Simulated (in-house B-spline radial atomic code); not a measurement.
# Bi³⁵⁺: binding energies from hole states

How much more does a second hole in Bi³⁵⁺ cost because of the first?

The numbers are computed with in-house B-spline radial atomic code version 1 (Dirac-Hartree-Fock, average of configuration, Fermi nucleus, basis-set limit), except any that are marked as measured or tabulated.

**1. Starting point**

| Quantity | Value |
| --- | --- |
| element | bismuth (Z = 83) |
| charge | +35 |
| electrons | 48 |
| configuration | [Kr] 4d10 4f2 |
| Hamiltonian | Dirac-Coulomb |
| nucleus | Fermi, rms radius 5.521 fm |

Outer shells as boxes (Hund's rule):

[Kr] 4d10 4f2
```
[Kr] core
4d [↑↓][↑↓][↑↓][↑↓][↑↓]
4f [↑ ][↑ ][  ][  ][  ][  ][  ]
```

The boxes draw the filling by Hund's rule, which heavy ions in jj coupling don't follow; these runs average over all states of the configuration.

Input settings:

```ini
Z = 83
electrons = 48.0
configuration = [Kr] 4d10 4f2
hamiltonian = dirac
method = hf
spin_polarised = False
nucleus = fermi
rms_radius = 5.5211
mass_number = 209
atomic_mass = 208.980398599
speed_of_light = 137.035999084
```

From the earlier run of the reference: total energy -20898.623629 hartree. Levels, eight at most:

```tsv
orbital	occupation	energy (eV)	<r> (bohr)
3d5/2	6	-3984.93	0.1581
4s1/2	2	-2206.11	0.3577
4p1/2	2	-2070.81	0.3557
4p3/2	4	-1917.22	0.3815
4d3/2	4	-1696.56	0.3743
4d5/2	6	-1665.64	0.3821
4f5/2	0.857143	-1415.12	0.3558
4f7/2	1.14286	-1406.99	0.3591
```

Single holes known from earlier runs (ΔSCF): 1s 92433.5 eV, 2p1/2 17178.2 eV, 2p3/2 14860.7 eV, 3s 5409.03 eV, 4s 2203.99 eV, 4f 1408.23 eV.

**2. The 2p3/2 and 2p1/2 holes**

In configurations, a minus sign after the shell means j = l − 1/2 and a plus sign j = l + 1/2; the count of electrons follows.

Input settings:

```ini
Z = 83
electrons = 46.0
configuration = 1s2 2s2 2p-1 2p+3 3s2 3p6 3d10 4s2 4p6 4d10 4f2
hamiltonian = dirac
method = hf
spin_polarised = False
nucleus = fermi
rms_radius = 5.5211
mass_number = 209
atomic_mass = 208.980398599
speed_of_light = 137.035999084
```

**3. The 4s and 4f holes**

Settings: those of step 2 with these lines changed.

```diff
@@ -2,3 +2,3 @@
 electrons = 46.0
-configuration = 1s2 2s2 2p-1 2p+3 3s2 3p6 3d10 4s2 4p6 4d10 4f2
+configuration = 1s2 2s2 2p6 3s2 3p6 3d10 4s1 4p6 4d10 4f1
 hamiltonian = dirac
```

**4. The 2p3/2 and 3s holes**

Settings: those of step 3 with these lines changed.

```diff
@@ -2,3 +2,3 @@
 electrons = 46.0
-configuration = 1s2 2s2 2p6 3s2 3p6 3d10 4s1 4p6 4d10 4f1
+configuration = 1s2 2s2 2p-2 2p+3 3s1 3p6 3d10 4s2 4p6 4d10 4f2
 hamiltonian = dirac
```

**5. The 1s and 4s holes**

Settings: those of step 4 with these lines changed.

```diff
@@ -2,3 +2,3 @@
 electrons = 46.0
-configuration = 1s2 2s2 2p-2 2p+3 3s1 3p6 3d10 4s2 4p6 4d10 4f2
+configuration = 1s1 2s2 2p6 3s2 3p6 3d10 4s1 4p6 4d10 4f2
 hamiltonian = dirac
```

**6. The 1s and 1s holes**

Settings: those of step 5 with these lines changed.

```diff
@@ -2,3 +2,3 @@
 electrons = 46.0
-configuration = 1s1 2s2 2p6 3s2 3p6 3d10 4s1 4p6 4d10 4f2
+configuration = 2s2 2p6 3s2 3p6 3d10 4s2 4p6 4d10 4f2
 hamiltonian = dirac
```

Q: What does each hole state cost in eV, and how does that compare with the orbital energies or single holes?

**Answer**, as computed:

| two holes | ΔSCF (eV) | less the two single holes (eV) |
| --- | --- | --- |
| 2p3/2 and 2p1/2 | 32372.4 | 333.58 |
| 4s and 4f | 3674.62 | 62.41 |
| 2p3/2 and 3s | 20419.0 | 149.27 |
| 1s and 4s | 94724.7 | 87.20 |
| 1s and 1s | 186374.9 | 1507.91 |

**Reading.** Two holes cost more than the sum of each, because the second electron leaves a more charged ion. The excess runs from 62.4 eV (4s and 4f) to 1507.9 eV (1s and 1s); it tends to be largest where both holes are compact. Two partly filled shells share a symmetry and can mix in the average, which may lower the energy, in these hole states: 1s and 4s. Values are for the free ion, measured from the vacuum level.
